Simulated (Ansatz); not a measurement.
# Cu: the cost of one run

Method: DFT LDA, scalar-relativistic, plane waves, PAW, in Ansatz 0.2.0.

1 further run of the same task is left out (it didn't finish).

### Step 1. The system as given

Symmetry: P6_3/mmc, No. 194, hexagonal system. Conventional cell: a = 2.531 Å, b = 2.531 Å, c = 8.262 Å, α = 90.00°, β = 90.00°, γ = 120.00°. Cu (site symmetry -3m) is surrounded by 12 Cu at 2.53 Å. Cu (site symmetry -6m2) has 12 Cu at 2.53 Å as nearest neighbours.

Coordinates:

```cif
data_structure
_symmetry_space_group_name_H-M 'P6_3/mmc'
_symmetry_Int_Tables_number 194
_cell_length_a 2.5308
_cell_length_b 2.5308
_cell_length_c 8.2618
_cell_angle_alpha 90.000
_cell_angle_beta 90.000
_cell_angle_gamma 120.000
_cell_volume 45.83
loop_
_atom_site_label
_atom_site_type_symbol
_atom_site_symmetry_multiplicity
_atom_site_Wyckoff_symbol
_atom_site_fract_x
_atom_site_fract_y
_atom_site_fract_z
_atom_site_occupancy
Cu1 Cu 2 a 0.00000 0.00000 0.00000 1
Cu2 Cu 2 c 0.33333 0.66667 0.25000 1
```

The structure comes from the Materials Project (structure only).

### Step 2. Functional and cell changed: LDA

The change: strain xx, yy, zz, yz, xz, xy = -2.4, -2.4, +0.6, +0.0, +0.0, +0.0 %.

Input file input.yaml:

```yaml
crystal:
  lattice:
    - [2.4692664609, 0.0, 0.0]
    - [-1.2346332305, 2.1384474838, 0.0]
    - [0.0, 0.0, 8.308907426]
  atoms:
    - { symbol: Cu, position: [0.0, 0.0, 0.0] }
    - { symbol: Cu, position: [0.33333333, 0.66666667, 0.25] }
    - { symbol: Cu, position: [0.0, 0.0, 0.5] }
    - { symbol: Cu, position: [0.66666667, 0.33333333, 0.75] }
basis:
  ecutwfc: 420
kpoints:
  mp_grid: { grid: [18, 18, 6] }
hamiltonian:
  xc: lda
scf:
  occupations: { method: gaussian, width: 0.1 }
output:
  forces: true
  stress: true
  eigenvalues: true
  write_density: true
  write_potential: true
  elf: true
  volumetric_format: npy
```

Run with:

```bash
ansatz run input.yaml --threads 1 --pin off --max-ram 1331MiB --backend cpu --events-out ev --progress --plain --runs-dir out
```

**Question.** How long does this run take on 1 thread of an x86-64 CPU, shared host, and how much memory does it need?

About 9 s, with a peak of 0.55 GiB.
